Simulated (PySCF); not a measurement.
**GeH₃Cl: core binding energies at several levels of theory**

Aim: compute the core binding energies of GeH₃Cl (`[Cl][GeH3]`) at several levels, and see how far they spread and what each costs.

Computed with PySCF 2.14.0, with density-fitted response routines of our own, on a single molecule in the gas phase. Atoms are numbered from 0 throughout.

**1. Starting geometry**

5 atoms, charge 0, multiplicity 1; geometry from: GFN2-xTB. The atoms were then displaced at random by about 0.01 Å, so the start is not that level's minimum.

Bonds of the start (Å): Cl0–Ge1 2.11, Ge1–H2 1.50, Ge1–H3 1.50, Ge1–H4 1.51.

**2. Relaxing the molecule at PBE0-D3(BJ)/def2-SVP**

What the job is given:

```
{"job": {"xc": "PBE0", "basis": "def2-SVP", "d3": "d3bj", "grid": 1, "shake": 0.01, "kind": "geom"}, "charge": 0, "multiplicity": 1}
Cl     1.978530    -0.083690     0.111630
Ge    -0.128400    -0.000200    -0.012770
H     -0.719620    -0.544440     1.253210
H     -0.524360     1.429470    -0.204350
H     -0.572580    -0.835120    -1.185610
```

Run with:

```sh
OMP_NUM_THREADS=1 python probes_run.py task.json out
```

This one command runs all jobs of the session in turn.

The program printed:

```text
step   0  E = -2538.21049375  max force = 0.017998
step   1  E = -2538.21243731  max force = 0.005830
step   2  E = -2538.21269631  max force = 0.002394
step   3  E = -2538.21270758  max force = 0.000789
step   4  E = -2538.21270850  max force = 0.000146
optimisation converged
```

Wall time 10 s (1 thread of Arm Neoverse N1, shared host); peak memory 0.29 GiB.

Along the way:

```
step  energy from step 0 (eV)  largest force component (eV/Å)
   0                   0.0000                          0.9255
   1                  -0.0529                          0.2998
   2                  -0.0599                          0.1231
   3                  -0.0602                          0.0406
   4                  -0.0603                          0.0075
```

Close pairs (by a distance rule), those that changed most:

```
   bond  before (Å)  after (Å)  change (Å)
Cl0–Ge1       2.112      2.163      +0.051
 Ge1–H3       1.496      1.535      +0.039
 Ge1–H2       1.499      1.534      +0.035
 Ge1–H4       1.507      1.535      +0.028
```

The next job starts from the end point, and lists it.

```
                         at the end point                 value
  point group (found at 0.08 Å tolerance)                   C3v
rotational constants (GHz, main isotopes)  77.958, 4.274, 4.273
                        dipole moment (D)                  1.96
```

**3. Core-electron binding energies: SCAN, X2C**

What the job is given:

```
{"job": {"kind": "xps"}, "charge": 0, "multiplicity": 1}
Cl     2.308092     0.070765     0.115619
Ge     0.155309     0.209214    -0.047208
H     -0.438160    -0.339918     1.256932
H     -0.197664     1.689464    -0.245209
H     -0.268475    -0.635160    -1.256445
```

Method: delta-SCF UKS SCAN, pcX-2 on the ionised atom, pcseg-1 elsewhere, spin-free X2C.

The program printed:

```text
ground state, core basis on atom 0 (Cl), 102 functions
  cycle   1  E = -2557.45973508  |g| = 3.07e-01
  cycle   2  E = -2557.43250322  |g| = 4.55e-01
  cycle   3  E = -2557.48089694  |g| = 3.76e-02
  cycle   4  E = -2557.48116712  |g| = 1.33e-02
  cycle   5  E = -2557.48121063  |g| = 2.23e-03
  cycle   6  E = -2557.48121071  |g| = 7.22e-04
  cycle   7  E = -2557.48120824  |g| = 2.28e-04
  E(ground) = -2557.59830242 Eh
hole in Cl 1s of atom 0
  cycle   1  E = -2452.28894852  |g| = 5.47e+00
  cycle   2  E = -2452.92843835  |g| = 2.08e+00
  cycle   3  E = -2453.37958674  |g| = 5.97e-01
  cycle   4  E = -2453.51775553  |g| = 1.66e-01
  cycle   5  E = -2453.53207550  |g| = 3.36e-02
  cycle   6  E = -2453.53228967  |g| = 1.85e-02
  cycle   7  E = -2453.53243726  |g| = 4.07e-03
  cycle   8  E = -2453.53244681  |g| = 5.84e-04
  cycle   9  E = -2453.53244413  |g| = 1.30e-04
  E(ion) = -2453.65831765 Eh   <S^2> = 0.7521   hole on atom = 1.000   binding energy = 2828.351 eV
hole in Cl 2p of atom 0
  cycle   1  E = -2549.42539352  |g| = 1.70e+00
  cycle   2  E = -2549.53814782  |g| = 1.17e+00
  cycle   3  E = -2549.87781294  |g| = 1.38e-01
  cycle   4  E = -2549.88718360  |g| = 5.04e-02
  cycle   5  E = -2549.88888476  |g| = 6.90e-03
  cycle   6  E = -2549.88892777  |g| = 1.51e-03
  cycle   7  E = -2549.88892486  |g| = 2.63e-04
  E(ion) = -2550.01548018 Eh   <S^2> = 0.7520   hole on atom = 1.001   binding energy = 206.339 eV
  2p3/2 = 205.752 eV   2p1/2 = 207.405 eV
```

Wall time 4.8 s (1 thread of Arm Neoverse N1, shared host); peak memory 0.3 GiB.

The holes in one table. −ε is the ground-state orbital energy:

```
       hole  stands for            environment  ΔSCF (eV; 2p as the shell's mean)  −ε (eV)   ⟨S²⟩
Cl1s on Cl0         Cl0  chlorine bonded to Ge                            2828.35   2763.4  0.752
Cl2p on Cl0         Cl0  chlorine bonded to Ge                             206.30    193.2  0.752
```

With the spin-orbit splitting: Cl0 2p3/2 205.75, 2p1/2 207.41 eV. The table gives each 2p level as the mean over the whole 2p shell (two parts 2p3/2, one part 2p1/2), which differs a little from the single hole in the log.

**4. Core-electron binding energies: r2SCAN, X2C**

Settings changed since step 3:

```diff
@@ -1,2 +1,2 @@
-{"job": {"kind": "xps"}, "charge": 0, "multiplicity": 1}
+{"job": {"kind": "xps", "xc": "r2SCAN"}, "charge": 0, "multiplicity": 1}
 Cl     2.308092     0.070765     0.115619
```

Method: delta-SCF UKS r2SCAN, pcX-2 on the ionised atom, pcseg-1 elsewhere, spin-free X2C.

The program printed:

```text
ground state, core basis on atom 0 (Cl), 102 functions
  cycle   1  E = -2557.40650900  |g| = 2.96e-01
  cycle   2  E = -2557.38383255  |g| = 4.01e-01
  cycle   3  E = -2557.42641316  |g| = 3.89e-02
  cycle   4  E = -2557.42678556  |g| = 1.31e-02
  cycle   5  E = -2557.42682817  |g| = 2.15e-03
  cycle   6  E = -2557.42682833  |g| = 5.59e-04
  cycle   7  E = -2557.42682905  |g| = 9.64e-05
  E(ground) = -2557.42106090 Eh
hole in Cl 1s of atom 0
  cycle   1  E = -2452.26483169  |g| = 5.46e+00
  cycle   2  E = -2452.87974770  |g| = 2.07e+00
  cycle   3  E = -2453.35716861  |g| = 5.96e-01
  cycle   4  E = -2453.48917754  |g| = 1.84e-01
  cycle   5  E = -2453.50661963  |g| = 2.55e-02
  cycle   6  E = -2453.50686510  |g| = 1.09e-02
  cycle   7  E = -2453.50692398  |g| = 9.08e-04
  cycle   8  E = -2453.50692266  |g| = 1.54e-04
  E(ion) = -2453.49989054 Eh   <S^2> = 0.7515   hole on atom = 1.000   binding energy = 2827.839 eV
hole in Cl 2p of atom 0
  cycle   1  E = -2549.38064743  |g| = 1.66e+00
  cycle   2  E = -2549.48697736  |g| = 1.17e+00
  cycle   3  E = -2549.83559507  |g| = 1.19e-01
  cycle   4  E = -2549.84339565  |g| = 5.09e-02
  cycle   5  E = -2549.84519365  |g| = 2.42e-03
  cycle   6  E = -2549.84519895  |g| = 9.49e-04
  cycle   7  E = -2549.84519938  |g| = 1.63e-04
  E(ion) = -2549.83873983 Eh   <S^2> = 0.7523   hole on atom = 1.001   binding energy = 206.325 eV
  2p3/2 = 205.652 eV   2p1/2 = 207.309 eV
```

Wall time 4.8 s (1 thread of Arm Neoverse N1, shared host); peak memory 0.3 GiB.

The holes in one table. −ε is the ground-state orbital energy:

```
       hole  stands for            environment  ΔSCF (eV; 2p as the shell's mean)  −ε (eV)   ⟨S²⟩
Cl1s on Cl0         Cl0  chlorine bonded to Ge                            2827.84   2762.6  0.752
Cl2p on Cl0         Cl0  chlorine bonded to Ge                             206.20    193.0  0.752
```

With the spin-orbit splitting: Cl0 2p3/2 205.65, 2p1/2 207.31 eV. The table gives each 2p level as the mean over the whole 2p shell (two parts 2p3/2, one part 2p1/2), which differs a little from the single hole in the log.

**5. X-ray photoelectron lines: B3LYP, X2C**

Settings changed since step 4:

```diff
@@ -1,2 +1,2 @@
-{"job": {"kind": "xps", "xc": "r2SCAN"}, "charge": 0, "multiplicity": 1}
+{"job": {"kind": "xps", "xc": "B3LYP"}, "charge": 0, "multiplicity": 1}
 Cl     2.308092     0.070765     0.115619
```

Level: delta-SCF UKS B3LYP, pcX-2 on the ionised atom, pcseg-1 elsewhere, spin-free X2C.

The program printed:

```text
ground state, core basis on atom 0 (Cl), 102 functions
  cycle   1  E = -2557.51216255  |g| = 2.99e-01
  cycle   2  E = -2557.49438048  |g| = 4.10e-01
  cycle   3  E = -2557.53735464  |g| = 1.63e-02
  cycle   4  E = -2557.53739784  |g| = 4.65e-03
  cycle   5  E = -2557.53740452  |g| = 9.30e-04
  cycle   6  E = -2557.53740429  |g| = 1.32e-04
  E(ground) = -2557.54076436 Eh
hole in Cl 1s of atom 0
  cycle   1  E = -2452.43862558  |g| = 5.52e+00
  cycle   2  E = -2453.11040967  |g| = 2.06e+00
  cycle   3  E = -2453.58501498  |g| = 5.32e-01
  cycle   4  E = -2453.67788688  |g| = 1.37e-01
  cycle   5  E = -2453.68659484  |g| = 1.27e-02
  cycle   6  E = -2453.68665907  |g| = 5.70e-03
  cycle   7  E = -2453.68667411  |g| = 3.78e-04
  E(ion) = -2453.69009080 Eh   <S^2> = 0.7512   hole on atom = 1.000   binding energy = 2825.921 eV
hole in Cl 2p of atom 0
  cycle   1  E = -2549.50480034  |g| = 1.66e+00
  cycle   2  E = -2549.65626925  |g| = 1.14e+00
  cycle   3  E = -2549.96314405  |g| = 8.36e-02
  cycle   4  E = -2549.96661481  |g| = 3.18e-02
  cycle   5  E = -2549.96721410  |g| = 1.16e-03
  cycle   6  E = -2549.96721561  |g| = 4.65e-04
  E(ion) = -2549.97065111 Eh   <S^2> = 0.7522   hole on atom = 1.001   binding energy = 205.993 eV
  2p3/2 = 205.331 eV   2p1/2 = 206.982 eV
```

Wall time 6.1 s (1 thread of Arm Neoverse N1, shared host); peak memory 0.36 GiB.

The holes in one table. −ε is the ground-state orbital energy:

```
       hole  stands for            environment  ΔSCF (eV; 2p as the shell's mean)  −ε (eV)   ⟨S²⟩
Cl1s on Cl0         Cl0  chlorine bonded to Ge                            2825.92   2771.8  0.751
Cl2p on Cl0         Cl0  chlorine bonded to Ge                             205.88    195.9  0.752
```

With the spin-orbit splitting: Cl0 2p3/2 205.33, 2p1/2 206.98 eV. The table gives each 2p level as the mean over the whole 2p shell (two parts 2p3/2, one part 2p1/2), which differs a little from the single hole in the log.

**6. Core holes by ΔSCF: PBE0, X2C**

Settings changed since step 5:

```diff
@@ -1,2 +1,2 @@
-{"job": {"kind": "xps", "xc": "B3LYP"}, "charge": 0, "multiplicity": 1}
+{"job": {"kind": "xps", "xc": "PBE0"}, "charge": 0, "multiplicity": 1}
 Cl     2.308092     0.070765     0.115619
```

Method: delta-SCF UKS PBE0, pcX-2 on the ionised atom, pcseg-1 elsewhere, spin-free X2C.

The program printed:

```text
ground state, core basis on atom 0 (Cl), 102 functions
  cycle   1  E = -2557.02446264  |g| = 2.77e-01
  cycle   2  E = -2557.01586583  |g| = 3.45e-01
  cycle   3  E = -2557.04678809  |g| = 1.42e-02
  cycle   4  E = -2557.04681423  |g| = 4.15e-03
  cycle   5  E = -2557.04681715  |g| = 1.15e-03
  cycle   6  E = -2557.04681862  |g| = 1.80e-04
  E(ground) = -2557.04947972 Eh
hole in Cl 1s of atom 0
  cycle   1  E = -2451.96980126  |g| = 5.51e+00
  cycle   2  E = -2452.72121250  |g| = 1.95e+00
  cycle   3  E = -2453.14835712  |g| = 4.50e-01
  cycle   4  E = -2453.21352105  |g| = 1.10e-01
  cycle   5  E = -2453.21897409  |g| = 1.03e-02
  cycle   6  E = -2453.21901508  |g| = 4.23e-03
  cycle   7  E = -2453.21902283  |g| = 2.77e-04
  E(ion) = -2453.22176341 Eh   <S^2> = 0.7512   hole on atom = 1.000   binding energy = 2825.296 eV
hole in Cl 2p of atom 0
  cycle   1  E = -2549.02078908  |g| = 1.66e+00
  cycle   2  E = -2549.22037253  |g| = 1.06e+00
  cycle   3  E = -2549.48102634  |g| = 6.76e-02
  cycle   4  E = -2549.48337123  |g| = 2.57e-02
  cycle   5  E = -2549.48375492  |g| = 1.15e-03
  cycle   6  E = -2549.48375528  |g| = 5.91e-04
  cycle   7  E = -2549.48375528  |g| = 1.80e-04
  E(ion) = -2549.48649995 Eh   <S^2> = 0.7526   hole on atom = 1.001   binding energy = 205.799 eV
  2p3/2 = 205.140 eV   2p1/2 = 206.787 eV
```

Wall time 6.1 s (1 thread of Arm Neoverse N1, shared host); peak memory 0.36 GiB.

The holes in one table. −ε is the ground-state orbital energy:

```
       hole  stands for            environment  ΔSCF (eV; 2p as the shell's mean)  −ε (eV)   ⟨S²⟩
Cl1s on Cl0         Cl0  chlorine bonded to Ge                            2825.30   2776.8  0.751
Cl2p on Cl0         Cl0  chlorine bonded to Ge                             205.69    197.2  0.753
```

With the spin-orbit splitting: Cl0 2p3/2 205.14, 2p1/2 206.79 eV. The table gives each 2p level as the mean over the whole 2p shell (two parts 2p3/2, one part 2p1/2), which differs a little from the single hole in the log.

**7. Core-electron binding energies: PBE, X2C**

Settings changed since step 6:

```diff
@@ -1,2 +1,2 @@
-{"job": {"kind": "xps", "xc": "PBE0"}, "charge": 0, "multiplicity": 1}
+{"job": {"kind": "xps", "xc": "PBE"}, "charge": 0, "multiplicity": 1}
 Cl     2.308092     0.070765     0.115619
```

Level: delta-SCF UKS PBE, pcX-2 on the ionised atom, pcseg-1 elsewhere, spin-free X2C.

The program printed:

```text
ground state, core basis on atom 0 (Cl), 102 functions
  cycle   1  E = -2556.94059511  |g| = 3.08e-01
  cycle   2  E = -2556.89481888  |g| = 5.15e-01
  cycle   3  E = -2556.96564685  |g| = 3.81e-02
  cycle   4  E = -2556.96599986  |g| = 1.39e-02
  cycle   5  E = -2556.96604576  |g| = 2.38e-03
  cycle   6  E = -2556.96605141  |g| = 8.37e-04
  cycle   7  E = -2556.96604666  |g| = 1.26e-04
  E(ground) = -2556.96975839 Eh
hole in Cl 1s of atom 0
  cycle   1  E = -2451.93329989  |g| = 5.56e+00
  cycle   2  E = -2452.38659230  |g| = 2.31e+00
  cycle   3  E = -2452.92697629  |g| = 7.83e-01
  cycle   4  E = -2453.16006131  |g| = 2.40e-01
  cycle   5  E = -2453.19058891  |g| = 3.56e-02
  cycle   6  E = -2453.19108059  |g| = 1.68e-02
  cycle   7  E = -2453.19121794  |g| = 1.56e-03
  cycle   8  E = -2453.19122210  |g| = 1.88e-04
  E(ion) = -2453.19502991 Eh   <S^2> = 0.7509   hole on atom = 1.000   binding energy = 2823.854 eV
hole in Cl 2p of atom 0
  cycle   1  E = -2548.95156967  |g| = 1.67e+00
  cycle   2  E = -2548.94912129  |g| = 1.32e+00
  cycle   3  E = -2549.40120573  |g| = 1.54e-01
  cycle   4  E = -2549.41409904  |g| = 6.77e-02
  cycle   5  E = -2549.41741080  |g| = 6.25e-03
  cycle   6  E = -2549.41743242  |g| = 2.19e-03
  cycle   7  E = -2549.41743549  |g| = 3.83e-04
  E(ion) = -2549.42125429 Eh   <S^2> = 0.7515   hole on atom = 1.001   binding energy = 205.405 eV
  2p3/2 = 204.711 eV   2p1/2 = 206.374 eV
```

Run time: 3.5 s. Hardware: 1 thread of Arm Neoverse N1, shared host; peak memory 0.36 GiB.

The holes in one table. −ε is the ground-state orbital energy:

```
       hole  stands for            environment  ΔSCF (eV; 2p as the shell's mean)  −ε (eV)   ⟨S²⟩
Cl1s on Cl0         Cl0  chlorine bonded to Ge                            2823.85   2748.2  0.751
Cl2p on Cl0         Cl0  chlorine bonded to Ge                             205.27    189.9  0.752
```

With the spin-orbit splitting: Cl0 2p3/2 204.71, 2p1/2 206.37 eV. The table gives each 2p level as the mean over the whole 2p shell (two parts 2p3/2, one part 2p1/2), which differs a little from the single hole in the log.

**8. X-ray photoelectron lines: TPSS, X2C**

Settings changed since step 7:

```diff
@@ -1,2 +1,2 @@
-{"job": {"kind": "xps", "xc": "PBE"}, "charge": 0, "multiplicity": 1}
+{"job": {"kind": "xps", "xc": "TPSS"}, "charge": 0, "multiplicity": 1}
 Cl     2.308092     0.070765     0.115619
```

With the program's defaults for keys left out, this is: delta-SCF UKS TPSS, pcX-2 on the ionised atom, pcseg-1 elsewhere, spin-free X2C.

The program printed:

```text
ground state, core basis on atom 0 (Cl), 102 functions
  cycle   1  E = -2557.43899382  |g| = 3.45e-01
  cycle   2  E = -2557.40006624  |g| = 4.93e-01
  cycle   3  E = -2557.46468697  |g| = 5.54e-02
  cycle   4  E = -2557.46546934  |g| = 1.77e-02
  cycle   5  E = -2557.46554110  |g| = 2.65e-03
  cycle   6  E = -2557.46554198  |g| = 7.39e-04
  cycle   7  E = -2557.46554167  |g| = 1.17e-04
  E(ground) = -2557.46908252 Eh
hole in Cl 1s of atom 0
  cycle   1  E = -2452.33579301  |g| = 5.54e+00
  cycle   2  E = -2452.88235233  |g| = 2.21e+00
  cycle   3  E = -2453.38979396  |g| = 6.90e-01
  cycle   4  E = -2453.56591201  |g| = 2.15e-01
  cycle   5  E = -2453.59010303  |g| = 3.19e-02
  cycle   6  E = -2453.59050074  |g| = 1.37e-02
  cycle   7  E = -2453.59059090  |g| = 1.08e-03
  cycle   8  E = -2453.59058836  |g| = 1.60e-04
  E(ion) = -2453.59421693 Eh   <S^2> = 0.7510   hole on atom = 1.000   binding energy = 2826.579 eV
hole in Cl 2p of atom 0
  cycle   1  E = -2549.45282586  |g| = 1.67e+00
  cycle   2  E = -2549.51317950  |g| = 1.24e+00
  cycle   3  E = -2549.90576821  |g| = 1.32e-01
  cycle   4  E = -2549.91533851  |g| = 5.70e-02
  cycle   5  E = -2549.91759450  |g| = 2.12e-03
  cycle   6  E = -2549.91759756  |g| = 6.98e-04
  cycle   7  E = -2549.91759782  |g| = 1.70e-04
  E(ion) = -2549.92123837 Eh   <S^2> = 0.7516   hole on atom = 1.001   binding energy = 205.387 eV
  2p3/2 = 204.700 eV   2p1/2 = 206.360 eV
```

Wall time 5 s (1 thread of Arm Neoverse N1, shared host); peak memory 0.36 GiB.

Binding energies by hole, beside the orbital energy of the ground state; the difference holds orbital relaxation and, for a density functional, its self-interaction error:

```
       hole  stands for            environment  ΔSCF (eV; 2p as the shell's mean)  −ε (eV)   ⟨S²⟩
Cl1s on Cl0         Cl0  chlorine bonded to Ge                            2826.58   2757.1  0.751
Cl2p on Cl0         Cl0  chlorine bonded to Ge                             205.25    190.6  0.752
```

With the spin-orbit splitting: Cl0 2p3/2 204.70, 2p1/2 206.36 eV. The table gives each 2p level as the mean over the whole 2p shell (two parts 2p3/2, one part 2p1/2), which differs a little from the single hole in the log.

**9. X-ray photoelectron lines: HF, X2C**

Settings changed since step 8:

```diff
@@ -1,2 +1,2 @@
-{"job": {"kind": "xps", "xc": "TPSS"}, "charge": 0, "multiplicity": 1}
+{"job": {"kind": "xps", "xc": "HF"}, "charge": 0, "multiplicity": 1}
 Cl     2.308092     0.070765     0.115619
```

With the program's defaults for keys left out, this is: delta-SCF UKS HF, pcX-2 on the ionised atom, pcseg-1 elsewhere, spin-free X2C.

The program printed:

```text
ground state, core basis on atom 0 (Cl), 102 functions
  cycle   1  E = -2554.99590228  |g| = 2.93e-01
  cycle   2  E = -2555.02417790  |g| = 1.32e-01
  cycle   3  E = -2555.02813943  |g| = 2.18e-02
  cycle   4  E = -2555.02837081  |g| = 5.42e-03
  cycle   5  E = -2555.02838610  |g| = 1.32e-03
  cycle   6  E = -2555.02838753  |g| = 4.13e-04
  E(ground) = -2555.02838753 Eh
hole in Cl 1s of atom 0
  cycle   1  E = -2449.83263681  |g| = 5.42e+00
  cycle   2  E = -2450.93609420  |g| = 1.15e+00
  cycle   3  E = -2451.05231652  |g| = 1.03e-01
  cycle   4  E = -2451.05413970  |g| = 1.18e-02
  cycle   5  E = -2451.05419109  |g| = 2.70e-03
  cycle   6  E = -2451.05419786  |g| = 9.80e-04
  cycle   7  E = -2451.05419905  |g| = 3.40e-04
  E(ion) = -2451.05419905 Eh   <S^2> = 0.7527   hole on atom = 1.000   binding energy = 2829.282 eV
hole in Cl 2p of atom 0
  cycle   1  E = -2547.01413139  |g| = 1.63e+00
  cycle   2  E = -2547.41950482  |g| = 5.61e-01
  cycle   3  E = -2547.46701234  |g| = 2.67e-02
  cycle   4  E = -2547.46742973  |g| = 8.35e-03
  cycle   5  E = -2547.46750858  |g| = 3.56e-03
  cycle   6  E = -2547.46752832  |g| = 1.18e-03
  cycle   7  E = -2547.46753054  |g| = 4.19e-04
  E(ion) = -2547.46753054 Eh   <S^2> = 0.7589   hole on atom = 1.001   binding energy = 205.741 eV
  2p3/2 = 205.187 eV   2p1/2 = 206.792 eV
```

Run time: 3.8 s. Hardware: 1 thread of Arm Neoverse N1, shared host; peak memory 0.36 GiB.

The holes in one table. −ε is the ground-state orbital energy:

```
       hole  stands for            environment  ΔSCF (eV; 2p as the shell's mean)  −ε (eV)   ⟨S²⟩
Cl1s on Cl0         Cl0  chlorine bonded to Ge                            2829.28   2862.5  0.753
Cl2p on Cl0         Cl0  chlorine bonded to Ge                             205.72    218.1  0.759
```

With the spin-orbit splitting: Cl0 2p3/2 205.19, 2p1/2 206.79 eV. The table gives each 2p level as the mean over the whole 2p shell (two parts 2p3/2, one part 2p1/2), which differs a little from the single hole in the log.

**10. X-ray photoelectron lines: CAM-B3LYP, X2C**

Settings changed since step 9:

```diff
@@ -1,2 +1,2 @@
-{"job": {"kind": "xps", "xc": "HF"}, "charge": 0, "multiplicity": 1}
+{"job": {"kind": "xps", "xc": "CAM-B3LYP"}, "charge": 0, "multiplicity": 1}
 Cl     2.308092     0.070765     0.115619
```

Level: delta-SCF UKS CAM-B3LYP, pcX-2 on the ionised atom, pcseg-1 elsewhere, spin-free X2C.

The program printed:

```text
ground state, core basis on atom 0 (Cl), 102 functions
  cycle   1  E = -2557.57681154  |g| = 3.08e-01
  cycle   2  E = -2557.58446536  |g| = 3.04e-01
  cycle   3  E = -2557.60552615  |g| = 1.55e-02
  cycle   4  E = -2557.60558350  |g| = 4.54e-03
  cycle   5  E = -2557.60558978  |g| = 1.13e-03
  cycle   6  E = -2557.60559009  |g| = 3.20e-04
  E(ground) = -2557.60913429 Eh
hole in Cl 1s of atom 0
  cycle   1  E = -2452.48611083  |g| = 5.52e+00
  cycle   2  E = -2453.32890577  |g| = 1.91e+00
  cycle   3  E = -2453.70433428  |g| = 3.39e-01
  cycle   4  E = -2453.73282080  |g| = 6.41e-02
  cycle   5  E = -2453.73429312  |g| = 4.56e-03
  cycle   6  E = -2453.73430413  |g| = 1.81e-03
  cycle   7  E = -2453.73430505  |g| = 1.65e-04
  E(ion) = -2453.73789656 Eh   <S^2> = 0.7512   hole on atom = 1.000   binding energy = 2826.480 eV
hole in Cl 2p of atom 0
  cycle   1  E = -2549.57683554  |g| = 1.66e+00
  cycle   2  E = -2549.84689359  |g| = 9.95e-01
  cycle   3  E = -2550.03823091  |g| = 2.70e-02
  cycle   4  E = -2550.03857611  |g| = 1.08e-02
  cycle   5  E = -2550.03862491  |g| = 1.62e-03
  cycle   6  E = -2550.03862754  |g| = 6.92e-04
  cycle   7  E = -2550.03862780  |g| = 1.81e-04
  E(ion) = -2550.04223063 Eh   <S^2> = 0.7522   hole on atom = 1.001   binding energy = 205.906 eV
  2p3/2 = 205.243 eV   2p1/2 = 206.895 eV
```

Wall time 7.7 s (1 thread of Arm Neoverse N1, shared host); peak memory 0.36 GiB.

The holes in one table. −ε is the ground-state orbital energy:

```
       hole  stands for            environment  ΔSCF (eV; 2p as the shell's mean)  −ε (eV)   ⟨S²⟩
Cl1s on Cl0         Cl0  chlorine bonded to Ge                            2826.48   2773.6  0.751
Cl2p on Cl0         Cl0  chlorine bonded to Ge                             205.79    197.8  0.752
```

With the spin-orbit splitting: Cl0 2p3/2 205.24, 2p1/2 206.89 eV. The table gives each 2p level as the mean over the whole 2p shell (two parts 2p3/2, one part 2p1/2), which differs a little from the single hole in the log.

[end of part 1 of 2]
